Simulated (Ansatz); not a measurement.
The system is CsLiCr2Te2S3.

```
Cs Li Cr Te S
1.0
     6.10792   -0.01886    0.00581
    -2.28822    5.93151    0.00333
    -1.38462   -2.19395    7.56260
Cs Li Cr Te S
1 1 2 2 3
Direct
  0.06348 0.10178 0.99394
  0.57026 0.58143 0.57403
  0.07801 0.50138 0.57990
  0.43162 0.02972 0.53722
  0.54458 0.76732 0.28198
  0.01143 0.65932 0.29902
  0.77800 0.37133 0.70773
  0.39402 0.82508 0.74875
  0.19605 0.23009 0.48646
```

The cell was built by a generator and needn't be a form met in nature.

| Quantity | Value |
| --- | --- |
| Program | Ansatz 0.2.0 |
| Task | relaxation of cell and atoms |
| Functional | PBE |
| Dispersion | D3(BJ)-ATM |
| Potentials or basis | Ansatz PAW |
| Cutoff | 420 eV (not typed: the program's choice for these potentials) |
| k mesh | 4 × 4 × 3 |
| Occupations | fermi-dirac, width 0.05 eV |
| Spin | collinear spin, ferromagnetic start |
| Starting moments | [0.0, 0.0, 3.0, 3.0, 0.0, 0.0, 0.0, 0.0, 0.0] μB |

At the start: volume 30.42 Å³/atom.

Q: How do energy, volume and symmetry change on relaxing?

A: It ends after 21 steps and the volume is 28.37 Å³/atom (-6.8 %); space group P1 (No. 1, to 0.05 Å); moment 5.50 μB per cell.

The path:
```csv
step,energy change (eV),largest force (eV/Å),volume (Å³)
1,0.0000,0.1358,273.78
2,-0.0259,0.0783,270.74
3,-0.0442,0.0679,267.85
4,-0.0714,0.0747,262.67
5,-0.0776,0.0815,261.09
6,-0.0873,0.0931,258.77
7,-0.0905,0.1037,257.40
8,-0.0939,0.1448,255.85
9,-0.0949,0.0381,255.53
10,-0.0953,0.0393,255.21
11,-0.0957,0.0648,255.02
12,-0.0960,0.0548,255.03
13,-0.0964,0.0246,255.22
14,-0.0967,0.0181,255.33
15,-0.0968,0.0220,255.41
16,-0.0969,0.0160,255.39
17,-0.0969,0.0124,255.36
18,-0.0970,0.0112,255.35
19,-0.0970,0.0100,255.32
20,-0.0970,0.0029,255.29
21,-0.0956,0.0029,255.29
```

Final structure:
```xyz
9
Lattice="6.0862 -0.1390 0.1693 -2.3968 5.8837 -0.0435 -1.1335 -2.1135 7.1558" Properties=species:S:1:pos:R:3 pbc="T T T"
Cs   -1.0478   -1.5021    7.1017
Li    1.4651    2.1768    4.1833
Cr   -1.3774    1.7052    4.1453
Cr    1.9676   -1.0024    3.8924
Te    1.2399    3.8169    1.9679
Te   -1.8456    3.2169    2.0341
S     2.9570    0.6282    5.2717
S    -0.4313    3.2123    5.4517
S     0.0886    0.2445    3.5692
```

Caveat: the plane-wave basis is chosen anew once the cell has moved, so the energies of steps on either side of that aren't comparable; only a ferromagnetic start was run, and an antiferromagnetic order may lie lower in energy; pairwise dispersion overbinds metals, which lowers pressure and volume.
